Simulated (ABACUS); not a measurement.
# Bi2Te3 (Tellurobismuthite) (R-3m) in ABACUS: notebook

The runs below take Bi2Te3 (Tellurobismuthite) through equation of state, with PBE.

All numbers are computed with ABACUS 3.10.1; they aren't measurements. Logs are shortened: lines on timing, memory, paths and dates and some standing lists are left out, and cuts for length are marked.

### 1 Starting point

The structure is trigonal, space group R-3m (No. 166). The conventional cell has a = 4.386 Å, b = 4.386 Å, c = 30.497 Å, α = 90.00°, β = 90.00°, γ = 120.00°. Bi (site symmetry 3m) is surrounded by 6 Te at 3.07 to 3.25 Å. Around Te (site symmetry 3m) lie 3 Bi at 3.07 Å. Around Te (site symmetry -3m) lie 6 Bi at 3.25 Å.

### 2 Equation of state, PBE, 31.84 Å³/atom (volume scaled by 0.94)

File INPUT:

```
INPUT_PARAMETERS
suffix              Bi2Te3
calculation         scf
basis_type          lcao
pseudo_dir          ./
orbital_dir         ./
symmetry            1
dft_functional      pbe
ecutwfc             100
pseudo_rcut         7
nspin               1
nbands              47
ks_solver           genelpa
smearing_method     fd
smearing_sigma      0.00367493
scf_thr             1e-07
scf_nmax            100
mixing_type         broyden
mixing_beta         0.7
cal_force           1
cal_stress          1
out_mul             1
```

File STRU:

```
ATOMIC_SPECIES
Bi 208.9804 Bi.upf
Te 127.6000 Te.upf

NUMERICAL_ORBITAL
Bi_confined-atom_8au_3s3p3d1f.orb
Te_confined-atom_8au_3s3p3d1f.orb

LATTICE_CONSTANT
1.8897261246

LATTICE_VECTORS
2.1482323364 1.2402825177 9.9581458525
-2.1482323364 1.2402825177 9.9581458525
0.0000000000 -2.4805650355 9.9581458525

ATOMIC_POSITIONS
Direct

Bi
0.0
2
0.6000000000 0.6000000000 0.6000000000 1 1 1
0.4000000000 0.4000000000 0.4000000000 1 1 1

Te
0.0
3
0.7905000000 0.7905000000 0.7905000000 1 1 1
0.2095000000 0.2095000000 0.2095000000 1 1 1
0.0000000000 0.0000000000 0.0000000000 1 1 1
```

File KPT:

```
K_POINTS
0
Gamma
5 5 5 0 0 0
```

Potentials or basis: PseudoDojo NC SR 0.4.1 PBE standard, TZDP LCAO (the cutoffs set its grid).

Run with:

```bash
> OMP_NUM_THREADS=1 mpirun -np 4 abacus > log
```

running log:

```text
ABACUS v3.10.1

               Atomic-orbital Based Ab-initio Computation at UStc

 ------------------------------------------------------------------------------------

 READING GENERAL INFORMATION
                           global_out_dir = OUT.Bi2Te3/
                           global_in_card = INPUT
                               pseudo_dir = ./
                              orbital_dir = ./
                                    DSIZE = 4
                                    GSIZE = 1

 READING UNITCELL INFORMATION
                                    ntype = 2
                  lattice constant (Bohr) = 1.88973
              lattice constant (Angstrom) = 1

 READING ATOM TYPE 1
                               atom label = Bi
                      L=0, number of zeta = 3
                      L=1, number of zeta = 3
                      L=2, number of zeta = 3
                      L=3, number of zeta = 1
             number of atom for this type = 2

 READING ATOM TYPE 2
                               atom label = Te
                      L=0, number of zeta = 3
                      L=1, number of zeta = 3
                      L=2, number of zeta = 3
                      L=3, number of zeta = 1
             number of atom for this type = 3

                        TOTAL ATOM NUMBER = 5
DIRECT COORDINATES
    atom                   x                   y                   z     mag                  vx                  vy                  vz
taud_Bi1            0.6000000000        0.6000000000        0.6000000000  0.0000        0.0000000000        0.0000000000        0.0000000000
taud_Bi2            0.4000000000        0.4000000000        0.4000000000  0.0000        0.0000000000        0.0000000000        0.0000000000
taud_Te1            0.7905000000        0.7905000000        0.7905000000  0.0000        0.0000000000        0.0000000000        0.0000000000
taud_Te2            0.2095000000        0.2095000000        0.2095000000  0.0000        0.0000000000        0.0000000000        0.0000000000
taud_Te3            0.0000000000        0.0000000000        0.0000000000  0.0000        0.0000000000        0.0000000000        0.0000000000

                          Volume (Bohr^3) = 1074.31
                             Volume (A^3) = 159.196

 Lattice vectors: (Cartesian coordinate: in unit of a_0)
             +2.14823            +1.24028            +9.95815
             -2.14823            +1.24028            +9.95815
                   +0            -2.48057            +9.95815
 Reciprocal vectors: (Cartesian coordinate: in unit of 2 pi/a_0)
            +0.232749           +0.134378          +0.0334734
            -0.232749           +0.134378          +0.0334734
                   +0           -0.268756          +0.0334734
 The esolver type has been set to : ksdft_lcao

                PAO radial cut off (Bohr) = 7

 Read in pseudopotential file is Bi.upf
                     pseudopotential type = NC
          exchange-correlation functional = PBE
                 nonlocal core correction = 1
                        valence electrons = 15
                                     lmax = 2
                           number of zeta = 3
[... 7 lines left out ...]
                PAO radial cut off (Bohr) = 7

 Read in pseudopotential file is Te.upf
                     pseudopotential type = NC
          exchange-correlation functional = PBE
                 nonlocal core correction = 1
                        valence electrons = 16
                                     lmax = 2
                           number of zeta = 3
[... 5 lines left out ...]
                           L of projector = 2
                           L of projector = 2
     initial pseudo atomic orbital number = 45

 SETUP THE ELECTRONS NUMBER
            electron number of element Bi = 15
      total electron number of element Bi = 30
            electron number of element Te = 16
      total electron number of element Te = 48
            AUTOSET number of electrons:  = 78
                           occupied bands = 39
                                   NLOCAL = 170
                                   NBANDS = 47
                                   NBANDS = 47
                                   NLOCAL = 170

%%%%%%%%%%%%%%%%%%%%%%%%%%%%%%%%%%%%%%%%%%%%%%%%%%%%%%%%%%%%%%%%%%%%%%%%%%%%%%%%%%%%%%%%%%%%%%%%%%%%%%%%%%
 Warning: the number of valence electrons in pseudopotential > 5 for Bi: [Xe] 4f14 5d10 6s2 6p3
 Warning: the number of valence electrons in pseudopotential > 6 for Te: [Kr] 4d10 5s2 5p4
 Pseudopotentials with additional electrons can yield (more) accurate outcomes, but may be less efficient.
 If you're confident that your chosen pseudopotential is appropriate, you can safely ignore this warning.
%%%%%%%%%%%%%%%%%%%%%%%%%%%%%%%%%%%%%%%%%%%%%%%%%%%%%%%%%%%%%%%%%%%%%%%%%%%%%%%%%%%%%%%%%%%%%%%%%%%%%%%%%%

 SETUP THE PLANE WAVE BASIS
 energy cutoff for charge/potential (unit:Ry) = 400
            fft grid for charge/potential = [ 125, 125, 125 ]
                        fft grid division = [ 5, 5, 5 ]
        big fft grid for charge/potential = [ 25, 25, 25 ]
                                     nbxx = 4375
                                     nrxx = 546875
[... 89 lines left out ...]
       1  0.00000000  0.00000000  0.00000000  0.0080       0
       2  0.20000000  0.00000000  0.00000000  0.0480       1
       3  0.40000000  0.00000000  0.00000000  0.0480       2
       4  0.20000000  0.20000000  0.00000000  0.0480       6
       5  0.40000000  0.20000000  0.00000000  0.0960       7
       6 -0.20000000  0.40000000  0.00000000  0.0960       8
[... 11 lines left out ...]
      18  0.40000000  0.40000000  0.40000000  0.0160      62
      19 -0.40000000  0.40000000  0.40000000  0.0480      63

                               nkstot now = 19
[... K-POINTS DIRECT COORDINATES: 19 rows ...]

           k-point number in this process = 19
       minimum distributed K point number = 19
[... stars of the k points ...]

[... K-POINTS CARTESIAN COORDINATES: 19 rows ...]

[... K-POINTS DIRECT COORDINATES: 19 rows ...]

 SETUP PLANE WAVES FOR WAVE FUNCTIONS
     energy cutoff for wavefunc (unit:Ry) = 100
              fft grid for wave functions = [ 125, 125, 125 ]
                    number of plane waves = 22301
                         number of sticks = 1405

 PARALLEL PW FOR WAVE FUNCTIONS
     PROC   COLUMNS(POT)             PW
        1            351           5575
        2            351           5575
        3            352           5576
        4            351           5575
 --------------- sum -------------------
        4           1405          22301

 SET NONLOCAL PSEUDOPOTENTIAL PROJECTORS
 SET NONLOCAL PSEUDOPOTENTIAL PROJECTORS
 max number of nonlocal projetors among all species is 6

 -------------------------------------------
 SELF-CONSISTENT
 -------------------------------------------

 SETUP SEARCHING RADIUS FOR PROGRAM TO SEARCH ADJACENT ATOMS
                  longest orb rcut (Bohr) = 8
   longest nonlocal projector rcut (Bohr) = 2.54
                     search radius (Bohr) = 21.1
              searching radius is (Bohr)) = 21.1
         searching radius unit is (Bohr)) = 1.89
                         PeriodicBoundary = 1
                        Radius(unit:lat0) = 11.2
                                   glayer = [ 5, 5, 5 ]
                             glayer_minus = [ 4, 4, 4 ]

Find the coordinate range of the input atom(unit:lat0).
                                  min_tau = [ -17.2, -19.8, -119 ]
                                  max_tau = [ 17.2, 19.8, 143 ]
                                BoxNumber = [ 9, 9, 9 ]

 SETUP EXTENDED REAL SPACE GRID FOR GRID INTEGRATION
                          real space grid = [ 125, 125, 125 ]
                 big cell numbers in grid = [ 25, 25, 25 ]
             meshcell numbers in big cell = [ 5, 5, 5 ]
                        extended fft grid = [ 29, 29, 29 ]
                dimension of extened grid = [ 84, 84, 84 ]
                            UnitCellTotal = 125
              Atom number in sub-FFT-grid = 5
    Local orbitals number in sub-FFT-grid = 170
                                ParaV.nnr = 162129
                                 init_chg = atomic

 LCAO ALGORITHM --------------- ION=   1  ELEC=   1--------------------------------

 Density error is 0.0280141347989
----------------------------------------------------------
     Energy           Rydberg                 eV
----------------------------------------------------------
 E_KohnSham     -957.3758152350      -13025.7662145907
 E_Harris       -957.5191112026      -13027.7158562515
 E_Fermi        0.7890959692         10.7362014495
----------------------------------------------------------
[... 102 lines left out ...]
 Density error is 3.49291823809e-08
----------------------------------------------------------
     Energy           Rydberg                 eV
----------------------------------------------------------
 E_KohnSham     -957.4037737748      -13026.1466100408
 E_KS(sigma->0) -957.4037563821      -13026.1463733999
 E_Harris       -957.4037744316      -13026.1466189767
 E_band         -66.6482450858       -906.7958948677
 E_one_elec     -372.8165100583      -5072.4288452667
 E_Hartree      223.4084595483       3039.6280312587
 E_xc           -234.6123227736      -3192.0644107366
 E_Ewald        -573.3833657056      -7801.2809120144
 E_entropy(-TS) -0.0000347856        -0.0004732818
 E_descf        0.0000000000         0.0000000000
 E_exx          0.0000000000         0.0000000000
 E_Fermi        0.7916397972         10.7708120054
----------------------------------------------------------

 charge density convergence is achieved
 final etot is -13026.14661 eV
 EFERMI = 10.770812005 eV

 STATE ENERGY(eV) AND OCCUPATIONS    NSPIN == 1
 1/19 kpoint (Cartesian) = 0.0000 0.0000 0.0000 (4544 pws)
       1       -26.3152      0.0160000
       2       -26.3152      0.0160000
       3       -26.3076      0.0160000
       4       -26.3076      0.0160000
       5       -26.3046      0.0160000
       6       -26.3033      0.0160000
[... 284 lines left out ...]
      46        14.8004    1.91720e-36
      47        15.4391    5.43420e-42

[... levels at 13 further k points ...]

 correction force for each atom along direction 1 is -1.27283e-14
 correction force for each atom along direction 2 is 5.48263e-14
 correction force for each atom along direction 3 is -9.98914e-14
------------------------------------------------------------------------------------------
 TOTAL-FORCE (eV/Angstrom)
------------------------------------------------------------------------------------------
                       Bi1         0.0000000000         0.0000000000         0.1902658831
                       Bi2         0.0000000000         0.0000000000        -0.1902658831
                       Te1         0.0000000000         0.0000000000         0.4184372769
                       Te2         0.0000000000         0.0000000000        -0.4184372769
                       Te3         0.0000000000         0.0000000000         0.0000000000
------------------------------------------------------------------------------------------

----------------------------------------------------------------
 TOTAL-STRESS (KBAR)
----------------------------------------------------------------
        62.2605514155         0.0000000000         0.0000000000
         0.0000000000        62.2605514124         0.0000000002
         0.0000000000         0.0000000002        64.0699485369
----------------------------------------------------------------
 TOTAL-PRESSURE: 62.863684 KBAR

 --------------------------------------------
 !FINAL_ETOT_IS -13026.1466100408379134 eV
 --------------------------------------------
```

It took 62 s on 4 MPI ranks of AMD EPYC 9R45 (Zen 5), shared host; peak memory 1.2 GiB.

Results:

```
Free energy            : -13026.1466 eV
Pressure               : 6.3 GPa
Largest force          : 0.418 eV/Å
Band gap on the k mesh : 0.25 eV, direct
Mulliken charges       : Bi +0.22; Te -0.10, -0.24 e
```

Caveat: the atomic orbitals were generated for these runs and aren't a published set; Mulliken charges move with the basis; spin-orbit coupling is left out, which as a rule narrows the gap of such compounds by several tenths of an eV; an odd mesh through Γ misses points on the zone boundary, where band edges often lie; the basis of atomic orbitals isn't converged, which shifts pressures, moduli and gaps.

### 3 Equation of state, PBE, 33.19 Å³/atom (volume scaled by 0.98)

INPUT is that of step 2.

STRU: that of step 2 with these lines changed.

```diff
@@ -12,5 +12,5 @@
 LATTICE_VECTORS
-2.1482323364 1.2402825177 9.9581458525
--2.1482323364 1.2402825177 9.9581458525
-0.0000000000 -2.4805650355 9.9581458525
+2.1782814357 1.2576313732 10.0974386602
+-2.1782814357 1.2576313732 10.0974386602
+0.0000000000 -2.5152627466 10.0974386602
```

KPT is that of step 2.

Potentials or basis: PseudoDojo NC SR 0.4.1 PBE standard, TZDP LCAO (the cutoffs set its grid).

Run with:

```bash
> OMP_NUM_THREADS=1 mpirun -np 4 abacus > log
```

Run time: 59 s. Hardware: 4 MPI ranks of AMD EPYC 9R45 (Zen 5), shared host; peak memory 1.3 GiB.

Results (log left out):

```
Free energy            : -13026.3501 eV
Pressure               : 3.4 GPa
Largest force          : 0.127 eV/Å
Band gap on the k mesh : 0.27 eV, direct
Mulliken charges       : Bi +0.25; Te -0.12, -0.26 e
```

Caveat: the atomic orbitals were generated for these runs and aren't a published set; Mulliken charges move with the basis; spin-orbit coupling is left out, which as a rule narrows the gap of such compounds by several tenths of an eV; an odd mesh through Γ misses points on the zone boundary, where band edges often lie; the basis of atomic orbitals isn't converged, which shifts pressures, moduli and gaps.

### 4 Equation of state, PBE, 34.55 Å³/atom (volume scaled by 1.02)

INPUT is that of step 3.

STRU: that of step 3 with these lines changed.

```diff
@@ -12,5 +12,5 @@
 LATTICE_VECTORS
-2.1782814357 1.2576313732 10.0974386602
--2.1782814357 1.2576313732 10.0974386602
-0.0000000000 -2.5152627466 10.0974386602
+2.2075236021 1.2745143459 10.2329909245
+-2.2075236021 1.2745143459 10.2329909245
+0.0000000000 -2.5490286918 10.2329909245
```

KPT is that of step 3.

Run with:

```bash
> OMP_NUM_THREADS=1 mpirun -np 4 abacus > log
```

Wall time 51 s (4 MPI ranks of AMD EPYC 9R45 (Zen 5), shared host); peak memory 1.3 GiB.

The run converged. Its results:

| Item | Value |
| --- | --- |
| Free energy | -13026.4459 eV |
| Pressure | 1.2 GPa |
| Largest force | 0.124 eV/Å |
| Band gap on the k mesh | 0.30 eV, direct |
| Mulliken charges | Bi +0.27; Te -0.13, -0.27 e |

Caveat: the atomic orbitals were generated for these runs and aren't a published set; Mulliken charges move with the basis; spin-orbit coupling is left out, which as a rule narrows the gap of such compounds by several tenths of an eV; an odd mesh through Γ misses points on the zone boundary, where band edges often lie; the basis of atomic orbitals isn't converged, which shifts pressures, moduli and gaps.

### 5 Equation of state, PBE, 35.90 Å³/atom (volume scaled by 1.06)

INPUT is that of step 4.

STRU: that of step 4 with these lines changed.

```diff
@@ -12,5 +12,5 @@
 LATTICE_VECTORS
-2.2075236021 1.2745143459 10.2329909245
--2.2075236021 1.2745143459 10.2329909245
-0.0000000000 -2.5490286918 10.2329909245
+2.2360109196 1.2909615063 10.3650440818
+-2.2360109196 1.2909615063 10.3650440818
+0.0000000000 -2.5819230127 10.3650440818
```

KPT is that of step 4.

Run with:

```bash
> OMP_NUM_THREADS=1 mpirun -np 4 abacus > log
```

It took 59 s on 4 MPI ranks of AMD EPYC 9R45 (Zen 5), shared host; peak memory 1.4 GiB.

The run converged. Its results:

```
Free energy            : -13026.4548 eV
Pressure               : -0.7 GPa
Largest force          : 0.340 eV/Å
Band gap on the k mesh : 0.31 eV, direct
Mulliken charges       : Bi +0.28; Te -0.14, -0.29 e
```

Caveat: the atomic orbitals were generated for these runs and aren't a published set; Mulliken charges move with the basis; spin-orbit coupling is left out, which as a rule narrows the gap of such compounds by several tenths of an eV; an odd mesh through Γ misses points on the zone boundary, where band edges often lie; the basis of atomic orbitals isn't converged, which shifts pressures, moduli and gaps.

### 6 Equation of state, PBE

Potentials or basis: PseudoDojo NC SR 0.4.1 PBE standard, TZDP LCAO (the cutoffs set its grid).

No new run: the results of the series are fitted here.

Results:

| Quantity | Value |
| --- | --- |
| Equilibrium volume | 35.37 Å³/atom |
| Bulk modulus at fixed shape and positions | 47 GPa |
| Pressure derivative of the bulk modulus | 4.6 (rough: it moves with the points fitted) |

Energy against volume, from the lowest point:
```
volume (Å³/atom)  energy (meV/atom)
          31.839              61.63
          33.194              20.92
          34.549               1.78
          35.904               0.00
```

Caveat: the atomic orbitals were generated for these runs and aren't a published set; the cell was scaled at fixed shape and fractional positions, which overstates the stiffness of a crystal with free parameters, most of all of layers and chains; spin-orbit coupling is left out, which moves the levels of the heavy elements; the basis of atomic orbitals isn't converged, which shifts pressures, moduli and gaps.
